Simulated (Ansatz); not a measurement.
Born–Oppenheimer molecular dynamics of a periodic cell of 16 atoms, Li (start crystal Li, start structure bcc, volume 1.15 times the crystal's). It starts from a structure without forces on its atoms.

All numbers below come from DFT PBE, scalar-relativistic, plane waves, PAW (Ansatz 0.2.0). Settings: cutoff 420 eV, k mesh 2x2x2, fermi-dirac smearing 0.16 eV, no spin polarisation.

```yaml
ensemble: NVT, Langevin thermostat
time_step: 1 fs
steps_asked: 250
set_temperature: 1800 K
friction: 0.02 /fs
seed: 546118
```

Frames 2 fs apart, positions in Å, forces in eV/Å.

Velocities at 80.0 fs (Å/ps):

```
Li -0.47 -23.08 10.27
Li -10.42 24.65 -16.67
Li -7.78 -11.81 2.58
Li -2.23 -14.72 -22.46
Li 7.71 -24.57 -4.96
Li 7.42 17.67 -5.04
Li -3.27 -22.14 13.37
Li 15.88 -6.62 7.35
Li -21.70 0.72 13.40
Li 8.33 -11.58 -5.10
Li -25.16 -11.28 5.53
Li 27.33 2.57 -14.12
Li 15.16 -7.06 -16.59
Li 1.42 -6.65 -6.75
Li 14.24 31.77 -22.72
Li -2.43 5.09 -0.98
```

```xyz
16
Lattice="7.3129 0.0000 0.0000 0.0000 7.3129 0.0000 0.0000 0.0000 7.3129" Properties=species:S:1:pos:R:3:forces:R:3 time_fs=80.0 energy_less_start_eV=2.132 T=1688
Li 0.668 -0.449 0.866 -0.38 0.36 -0.12
Li 4.494 0.141 0.006 -0.12 -0.15 -0.26
Li 0.104 3.879 -0.153 0.36 -0.69 0.19
Li -0.674 -0.533 3.807 0.39 0.25 -0.37
Li 2.292 1.636 1.403 -0.13 0.19 0.39
Li 3.858 3.062 -0.267 0.34 0.42 0.01
Li 3.369 -0.182 4.017 0.25 0.21 -0.29
Li 5.915 1.824 2.036 -0.24 -0.03 -0.22
Li 0.166 3.730 3.122 0.25 0.32 0.23
Li 2.232 4.903 1.510 0.37 -0.07 0.17
Li 1.949 2.483 5.074 -0.54 -0.56 0.20
Li 3.623 4.084 4.270 0.60 0.29 -0.44
Li 5.871 5.352 1.409 -0.58 -0.18 0.26
Li 5.957 2.095 5.029 -0.11 -0.08 0.27
Li 1.766 5.822 5.897 0.06 -0.16 -0.06
Li 6.067 5.341 5.715 -0.51 -0.12 0.06
16
Lattice="7.3129 0.0000 0.0000 0.0000 7.3129 0.0000 0.0000 0.0000 7.3129" Properties=species:S:1:pos:R:3:forces:R:3 time_fs=82.0 energy_less_start_eV=2.094 T=1683
Li 0.666 -0.490 0.882 -0.33 0.38 -0.14
Li 4.472 0.188 -0.022 -0.07 -0.21 -0.25
Li 0.081 3.849 -0.152 0.41 -0.65 0.13
Li -0.683 -0.563 3.764 0.37 0.26 -0.33
Li 2.301 1.592 1.402 -0.13 0.22 0.36
Li 3.875 3.107 -0.275 0.31 0.38 0.01
Li 3.364 -0.219 4.038 0.31 0.26 -0.36
Li 5.939 1.809 2.045 -0.24 -0.03 -0.25
Li 0.131 3.738 3.159 0.28 0.35 0.18
Li 2.251 4.879 1.500 0.32 -0.07 0.17
Li 1.898 2.462 5.092 -0.39 -0.47 0.17
Li 3.679 4.087 4.240 0.49 0.18 -0.39
Li 5.900 5.334 1.369 -0.68 -0.14 0.28
Li 5.960 2.086 5.016 -0.12 -0.11 0.29
Li 1.795 5.888 5.860 -0.05 -0.25 0.05
Li 6.057 5.352 5.714 -0.46 -0.10 0.07
16
Lattice="7.3129 0.0000 0.0000 0.0000 7.3129 0.0000 0.0000 0.0000 7.3129" Properties=species:S:1:pos:R:3:forces:R:3 time_fs=84.0 energy_less_start_eV=2.084 T=1673
Li 0.676 -0.517 0.895 -0.30 0.38 -0.15
Li 4.437 0.238 -0.045 -0.02 -0.26 -0.24
Li 0.058 3.818 -0.158 0.45 -0.62 0.08
Li -0.683 -0.595 3.717 0.35 0.27 -0.29
Li 2.310 1.553 1.413 -0.12 0.27 0.35
Li 3.892 3.152 -0.282 0.27 0.33 -0.01
Li 3.361 -0.256 4.053 0.36 0.32 -0.43
Li 5.957 1.789 2.042 -0.23 -0.01 -0.26
Li 0.096 3.754 3.205 0.30 0.36 0.11
Li 2.273 4.855 1.491 0.27 -0.06 0.17
Li 1.845 2.434 5.112 -0.25 -0.40 0.14
Li 3.732 4.091 4.211 0.39 0.08 -0.34
Li 5.930 5.312 1.317 -0.76 -0.10 0.32
Li 5.968 2.085 5.007 -0.14 -0.16 0.30
Li 1.820 5.945 5.834 -0.15 -0.32 0.14
Li 6.040 5.365 5.707 -0.42 -0.07 0.09
16
Lattice="7.3129 0.0000 0.0000 0.0000 7.3129 0.0000 0.0000 0.0000 7.3129" Properties=species:S:1:pos:R:3:forces:R:3 time_fs=86.0 energy_less_start_eV=2.105 T=1395
Li 0.692 -0.530 0.912 -0.26 0.37 -0.17
Li 4.413 0.278 -0.057 0.02 -0.30 -0.23
Li 0.050 3.782 -0.176 0.45 -0.57 0.05
Li -0.677 -0.631 3.669 0.33 0.28 -0.24
Li 2.321 1.527 1.421 -0.11 0.32 0.34
Li 3.915 3.198 -0.293 0.24 0.27 -0.02
Li 3.359 -0.291 4.065 0.41 0.36 -0.50
Li 5.974 1.781 2.039 -0.21 0.00 -0.26
Li 0.062 3.769 3.237 0.32 0.37 0.06
Li 2.293 4.829 1.474 0.22 -0.05 0.19
Li 1.785 2.413 5.126 -0.11 -0.35 0.11
Li 3.792 4.083 4.187 0.30 0.01 -0.32
Li 5.966 5.295 1.265 -0.82 -0.07 0.36
Li 5.980 2.083 4.994 -0.17 -0.21 0.31
Li 1.847 5.993 5.814 -0.25 -0.38 0.23
Li 6.005 5.377 5.698 -0.35 -0.05 0.11
16
Lattice="7.3129 0.0000 0.0000 0.0000 7.3129 0.0000 0.0000 0.0000 7.3129" Properties=species:S:1:pos:R:3:forces:R:3 time_fs=88.0 energy_less_start_eV=2.140 T=1592
Li 0.700 -0.529 0.930 -0.22 0.35 -0.19
Li 4.401 0.311 -0.061 0.05 -0.32 -0.24
Li 0.051 3.740 -0.201 0.41 -0.50 0.04
Li -0.665 -0.668 3.623 0.30 0.31 -0.18
Li 2.333 1.505 1.426 -0.11 0.35 0.34
Li 3.939 3.241 -0.293 0.21 0.21 -0.06
Li 3.356 -0.322 4.074 0.46 0.39 -0.57
Li 5.988 1.772 2.023 -0.19 0.01 -0.25
Li 0.030 3.780 3.263 0.33 0.36 0.02
Li 2.308 4.802 1.445 0.18 -0.02 0.21
Li 1.725 2.394 5.137 0.03 -0.32 0.09
Li 3.858 4.071 4.165 0.20 -0.03 -0.31
Li 6.000 5.283 1.224 -0.85 -0.07 0.36
Li 5.979 2.075 4.980 -0.19 -0.26 0.32
Li 1.879 6.031 5.808 -0.33 -0.43 0.31
Li 5.973 5.393 5.689 -0.28 -0.04 0.13
16
Lattice="7.3129 0.0000 0.0000 0.0000 7.3129 0.0000 0.0000 0.0000 7.3129" Properties=species:S:1:pos:R:3:forces:R:3 time_fs=90.0 energy_less_start_eV=2.182 T=1645
Li 0.698 -0.516 0.942 -0.19 0.32 -0.22
Li 4.401 0.345 -0.069 0.07 -0.34 -0.24
Li 0.049 3.692 -0.229 0.36 -0.42 0.06
Li -0.653 -0.714 3.562 0.27 0.35 -0.10
Li 2.343 1.486 1.426 -0.10 0.38 0.33
Li 3.971 3.281 -0.287 0.18 0.16 -0.09
Li 3.351 -0.369 4.067 0.49 0.43 -0.64
Li 6.006 1.768 1.998 -0.17 0.02 -0.22
Li 0.010 3.786 3.293 0.33 0.34 -0.03
Li 2.322 4.780 1.418 0.12 0.01 0.23
Li 1.655 2.374 5.158 0.19 -0.30 0.05
Li 3.939 4.063 4.147 0.11 -0.07 -0.31
Li 6.022 5.266 1.190 -0.85 -0.09 0.35
Li 5.970 2.065 4.974 -0.20 -0.31 0.30
Li 1.915 6.070 5.809 -0.39 -0.46 0.38
Li 5.950 5.414 5.681 -0.21 -0.01 0.15
16
Lattice="7.3129 0.0000 0.0000 0.0000 7.3129 0.0000 0.0000 0.0000 7.3129" Properties=species:S:1:pos:R:3:forces:R:3 time_fs=92.0 energy_less_start_eV=2.265 T=1961
Li 0.691 -0.499 0.946 -0.16 0.28 -0.26
Li 4.414 0.378 -0.081 0.08 -0.35 -0.23
Li 0.032 3.639 -0.263 0.32 -0.32 0.11
Li -0.641 -0.759 3.496 0.23 0.39 -0.02
Li 2.350 1.459 1.427 -0.07 0.41 0.32
Li 4.006 3.322 -0.284 0.14 0.10 -0.11
Li 3.365 -0.420 4.058 0.51 0.46 -0.70
Li 6.024 1.767 1.966 -0.16 0.03 -0.18
Li -0.005 3.776 3.324 0.32 0.34 -0.09
Li 2.332 4.765 1.394 0.06 0.03 0.24
Li 1.577 2.367 5.181 0.35 -0.32 0.02
Li 4.024 4.065 4.135 0.01 -0.11 -0.32
Li 6.040 5.252 1.147 -0.83 -0.10 0.36
Li 5.952 2.066 4.980 -0.20 -0.39 0.26
Li 1.943 6.105 5.809 -0.44 -0.47 0.44
Li 5.935 5.441 5.671 -0.14 0.02 0.16
16
Lattice="7.3129 0.0000 0.0000 0.0000 7.3129 0.0000 0.0000 0.0000 7.3129" Properties=species:S:1:pos:R:3:forces:R:3 time_fs=94.0 energy_less_start_eV=2.388 T=1873
Li 0.683 -0.489 0.960 -0.12 0.27 -0.31
Li 4.432 0.397 -0.084 0.07 -0.35 -0.22
Li 0.018 3.584 -0.304 0.25 -0.20 0.19
Li -0.630 -0.809 3.430 0.19 0.43 0.06
Li 2.359 1.439 1.435 -0.05 0.43 0.31
Li 4.032 3.362 -0.277 0.12 0.05 -0.15
Li 3.378 -0.466 4.053 0.53 0.48 -0.75
Li 6.038 1.770 1.933 -0.15 0.03 -0.14
Li -0.020 3.765 3.343 0.32 0.34 -0.14
Li 2.349 4.757 1.370 0.00 0.05 0.26
Li 1.505 2.363 5.204 0.50 -0.36 -0.04
Li 4.112 4.077 4.107 -0.06 -0.14 -0.32
Li 6.058 5.240 1.101 -0.81 -0.14 0.36
Li 5.933 2.070 4.991 -0.22 -0.46 0.21
Li 1.971 6.138 5.810 -0.49 -0.48 0.50
Li 5.919 5.484 5.659 -0.07 0.02 0.18
16
Lattice="7.3129 0.0000 0.0000 0.0000 7.3129 0.0000 0.0000 0.0000 7.3129" Properties=species:S:1:pos:R:3:forces:R:3 time_fs=96.0 energy_less_start_eV=2.571 T=1837
Li 0.666 -0.479 0.968 -0.04 0.28 -0.37
Li 4.432 0.415 -0.083 0.09 -0.35 -0.22
Li 0.002 3.526 -0.345 0.19 -0.07 0.29
Li -0.612 -0.853 3.364 0.15 0.47 0.16
Li 2.372 1.418 1.442 -0.06 0.44 0.30
Li 4.058 3.405 -0.258 0.11 -0.01 -0.21
Li 3.396 -0.505 4.056 0.54 0.51 -0.81
Li 6.055 1.778 1.890 -0.14 0.02 -0.09
Li -0.037 3.750 3.351 0.32 0.35 -0.18
Li 2.374 4.742 1.357 -0.08 0.10 0.28
Li 1.427 2.365 5.216 0.66 -0.41 -0.10
Li 4.193 4.097 4.083 -0.12 -0.18 -0.32
Li 6.087 5.230 1.052 -0.81 -0.17 0.36
Li 5.924 2.069 4.999 -0.27 -0.52 0.17
Li 2.000 6.169 5.812 -0.54 -0.48 0.55
Li 5.901 5.527 5.644 0.00 0.04 0.20
16
Lattice="7.3129 0.0000 0.0000 0.0000 7.3129 0.0000 0.0000 0.0000 7.3129" Properties=species:S:1:pos:R:3:forces:R:3 time_fs=98.0 energy_less_start_eV=2.800 T=1876
Li 0.654 -0.466 0.972 0.04 0.27 -0.42
Li 4.423 0.430 -0.081 0.11 -0.35 -0.23
Li -0.016 3.458 -0.374 0.13 0.07 0.42
Li -0.595 -0.893 3.308 0.11 0.48 0.25
Li 2.379 1.400 1.450 -0.06 0.46 0.30
Li 4.086 3.456 -0.246 0.11 -0.08 -0.26
Li 3.407 -0.537 4.058 0.55 0.53 -0.87
Li 6.074 1.769 1.843 -0.14 0.02 -0.04
Li -0.053 3.723 3.355 0.33 0.37 -0.24
Li 2.412 4.730 1.350 -0.16 0.14 0.29
Li 1.346 2.365 5.229 0.84 -0.47 -0.16
Li 4.280 4.118 4.060 -0.18 -0.22 -0.33
Li 6.115 5.217 1.009 -0.79 -0.20 0.35
Li 5.928 2.075 5.009 -0.36 -0.60 0.13
Li 2.028 6.198 5.813 -0.59 -0.48 0.61
Li 5.882 5.564 5.636 0.07 0.06 0.20
16
Lattice="7.3129 0.0000 0.0000 0.0000 7.3129 0.0000 0.0000 0.0000 7.3129" Properties=species:S:1:pos:R:3:forces:R:3 time_fs=100.0 energy_less_start_eV=3.036 T=1459
Li 0.639 -0.456 0.984 0.12 0.27 -0.48
Li 4.407 0.435 -0.088 0.13 -0.34 -0.22
Li -0.032 3.393 -0.398 0.07 0.21 0.55
Li -0.579 -0.925 3.253 0.06 0.48 0.36
Li 2.388 1.396 1.451 -0.07 0.46 0.30
Li 4.114 3.507 -0.231 0.11 -0.16 -0.33
Li 3.416 -0.576 4.057 0.56 0.54 -0.93
Li 6.097 1.756 1.798 -0.16 0.03 0.00
Li -0.061 3.701 3.345 0.34 0.37 -0.28
Li 2.459 4.717 1.336 -0.25 0.20 0.32
Li 1.280 2.363 5.238 1.00 -0.53 -0.24
Li 4.367 4.127 4.031 -0.24 -0.24 -0.35
Li 6.129 5.204 0.972 -0.75 -0.22 0.35
Li 5.928 2.085 5.018 -0.45 -0.68 0.08
Li 2.047 6.223 5.809 -0.63 -0.47 0.67
Li 5.859 5.599 5.632 0.14 0.08 0.19
16
Lattice="7.3129 0.0000 0.0000 0.0000 7.3129 0.0000 0.0000 0.0000 7.3129" Properties=species:S:1:pos:R:3:forces:R:3 time_fs=102.0 energy_less_start_eV=3.267 T=1609
Li 0.618 -0.458 0.989 0.22 0.28 -0.53
Li 4.386 0.439 -0.094 0.14 -0.32 -0.21
Li -0.049 3.333 -0.404 0.02 0.34 0.66
Li -0.576 -0.957 3.211 0.04 0.48 0.45
Li 2.390 1.404 1.460 -0.08 0.43 0.30
Li 4.139 3.550 -0.215 0.12 -0.25 -0.41
Li 3.433 -0.623 4.056 0.57 0.55 -0.99
Li 6.128 1.746 1.750 -0.18 0.03 0.04
Li -0.057 3.679 3.342 0.36 0.39 -0.34
Li 2.499 4.701 1.321 -0.32 0.25 0.36
Li 1.224 2.358 5.244 1.15 -0.57 -0.28
Li 4.447 4.134 4.006 -0.29 -0.27 -0.36
Li 6.120 5.199 0.951 -0.71 -0.25 0.33
Li 5.940 2.082 5.021 -0.55 -0.74 0.05
Li 2.067 6.252 5.799 -0.69 -0.46 0.73
Li 5.827 5.629 5.629 0.21 0.09 0.21
```

Of the whole run (250 fs, mean temperature of the second half 1883 K): A run of 0.25 ps of so small a system gives no equilibrium averages. Limits of this set-up: coarse k mesh.

Run time: 12 min on 1 thread of Intel(R) Xeon(R) Platinum 8488C (Sapphire Rapids), on a shared host, peak memory 0.66 GiB.
